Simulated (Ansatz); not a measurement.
# Si₃Ge₂H₁₂: how energies converge with the basis set

The task here is to estimate one member of a computed series from the others.

Computed with Ansatz 0.2.0, Gaussian basis. Level: one geometry, several basis sets.

The runs, in order: PBE0-D4/def2-SVP; ωB97M-V/def2-SVP; PBE0-D4/def2-QZVPP; ωB97M-V/def2-QZVPP; the functionals' def2-TZVPP values are taken from earlier runs.

## The geometry

The geometry comes from an earlier relaxation with PBE0-D4 in a triple-zeta def2 set; it is a stationary point, not always the lowest conformer.

SMILES `[SiH3][GeH2][SiH2][GeH2][SiH3]`, 17 atoms, charge 0, spin multiplicity 1.

Atoms are counted from 1 here; the program's logs count them from 0.

Bond lengths: Si1–Ge2 2.379 Å, Si1–H6 1.487 Å, Si1–H7 1.487 Å, Si1–H8 1.487 Å, Ge2–Si3 2.381 Å, Ge2–H9 1.541 Å, Ge2–H10 1.540 Å, Si3–Ge4 2.381 Å, Si3–H11 1.489 Å, Si3–H12 1.489 Å, Ge4–Si5 2.379 Å, Ge4–H13 1.540 Å, Ge4–H14 1.541 Å, Si5–H15 1.487 Å, Si5–H16 1.487 Å, Si5–H17 1.487 Å. Angles: Ge2–Si1–H6 111.2°, Ge2–Si1–H7 109.8°, Ge2–Si1–H8 109.4°, H6–Si1–H7 108.9°, H6–Si1–H8 108.9°, H7–Si1–H8 108.6°, Si1–Ge2–Si3 110.0°, Si1–Ge2–H9 109.2°, Si1–Ge2–H10 110.3°, Si3–Ge2–H9 108.8°, Si3–Ge2–H10 110.9°, H9–Ge2–H10 107.7°, Ge2–Si3–Ge4 108.5°, Ge2–Si3–H11 109.6°, Ge2–Si3–H12 110.4°, Ge4–Si3–H11 110.4°, Ge4–Si3–H12 109.6°, H11–Si3–H12 108.4° and more.

Set-up of the first run:

in.yaml reads:

```yaml
crystal:
  periodic: [false, false, false]
  atoms:
    - {symbol: Si, position_ang: [-0.095898, 1.639913, -2.122094]}
    - {symbol: Ge, position_ang: [1.499792, 1.269444, -0.396912]}
    - {symbol: Si, position_ang: [1.609125, -1.050733, 0.124676]}
    - {symbol: Ge, position_ang: [-0.606712, -1.852158, 0.463739]}
    - {symbol: Si, position_ang: [-1.760618, -0.427972, 1.980210]}
    - {symbol: H, position_ang: [-0.179984, 3.081022, -2.477920]}
    - {symbol: H, position_ang: [0.283670, 0.865561, -3.333467]}
    - {symbol: H, position_ang: [-1.433492, 1.178705, -1.664142]}
    - {symbol: H, position_ang: [1.069113, 2.041739, 0.865071]}
    - {symbol: H, position_ang: [2.880917, 1.801660, -0.823726]}
    - {symbol: H, position_ang: [2.259229, -1.783620, -0.996621]}
    - {symbol: H, position_ang: [2.413544, -1.268303, 1.358629]}
    - {symbol: H, position_ang: [-0.592316, -3.298102, 0.994667]}
    - {symbol: H, position_ang: [-1.345602, -1.856381, -0.888495]}
    - {symbol: H, position_ang: [-1.813529, 0.949002, 1.420959]}
    - {symbol: H, position_ang: [-3.148937, -0.904821, 2.216157]}
    - {symbol: H, position_ang: [-1.038310, -0.384968, 3.279281]}
basis:
  gaussian: {orbitals: def2-SVP}
hamiltonian: {xc: pbe0, dispersion: d4}
output: {orbitals: {seedname: orbitals}}
```

Steps of the session up to this table: PBE0-D4 in def2-SVP; ωB97M-V in def2-SVP; PBE0-D4 in def2-QZVPP; ωB97M-V in def2-QZVPP.

One table of the session follows, with a row left open; its other results are not shown here.

It belongs to the step «Functionals by basis». 

| functional | basis | HOMO (eV) | LUMO (eV) |
| --- | --- | --- | --- |
| PBE0-D4 | def2-SVP | -7.82 | -0.09 |
| PBE0-D4 | def2-TZVPP | -7.77 | -0.33 |
| PBE0-D4 | def2-QZVPP | ? | ? |
| ωB97M-V | def2-SVP | -9.71 | 1.72 |
| ωB97M-V | def2-TZVPP | -9.70 | 1.30 |
| ωB97M-V | def2-QZVPP | -9.69 | 0.96 |

Estimate the missing values for PBE0-D4, def2-QZVPP.

As computed: HOMO (eV): -7.76; LUMO (eV): -0.42. In the column «HOMO (eV)» it is the highest.
